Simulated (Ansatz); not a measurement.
Relaxation of a periodic cell of 17 atoms, Si₁₆B (host Si, host structure diamond, interstitial B), to a largest force component of 0.08 eV/Å in at most 25 steps.

Theory: DFT PBE, scalar-relativistic, plane waves, PAW in Ansatz 0.2.0. Settings: accuracy low, PAW set soft_1, cutoff 420 eV, k mesh 2x2x2, fermi-dirac smearing 0.02 eV, spin collinear.

```xyz
17
Lattice="0.0000 5.4300 5.4300 5.4300 0.0000 5.4300 5.4300 5.4300 0.0000" Properties=species:S:1:pos:R:3
Si 0.000 0.000 0.000
Si 1.357 1.357 1.357
Si 2.715 2.715 0.000
Si 4.072 4.072 1.357
Si 2.715 0.000 2.715
Si 4.072 1.357 4.072
Si 5.430 2.715 2.715
Si 6.787 4.072 4.072
Si 0.000 2.715 2.715
Si 1.357 4.072 4.072
Si 2.715 5.430 2.715
Si 4.072 6.787 4.072
Si 2.715 2.715 5.430
Si 4.072 4.072 6.787
Si 5.430 5.430 5.430
Si 6.787 6.787 6.787
B 6.775 6.760 4.096
```

**Question.** Where does it end, and by what steps?

**Answer.** The run converged. Limits of this set-up: coarse k mesh, a small cell, in which the defect meets its images, low accuracy level. After 2 steps the energy has fallen by 0.084 eV; Si9 moved furthest, 0.06 Å.

```
step  energy less start (eV)  largest force component (eV/Å)  accepted
   0                  0.0000                           0.375       yes
   1                 -0.0687                           0.150       yes
   2                 -0.0837                           0.020       yes
```

```xyz
17
Lattice="0.0000 5.4300 5.4300 5.4300 0.0000 5.4300 5.4300 5.4300 0.0000" Properties=species:S:1:pos:R:3
Si 0.007 0.007 -0.007
Si 1.359 1.360 1.330
Si 2.713 2.713 -0.004
Si 4.074 4.076 1.354
Si 2.684 0.032 2.746
Si 4.100 1.360 4.070
Si 5.432 2.714 2.716
Si 6.787 4.046 4.072
Si 0.034 2.681 2.749
Si 1.359 4.100 4.071
Si 2.712 5.434 2.718
Si 4.046 6.788 4.073
Si 2.683 2.683 5.397
Si 4.068 4.063 6.796
Si 5.455 5.455 5.405
Si 6.787 6.788 6.814
B 6.776 6.761 4.095
```

Whether the end is a true minimum wasn't checked by a vibrational analysis.

Run time: 45 s on 1 thread of Arm Neoverse V1, with other jobs on the host, peak memory 0.65 GiB.
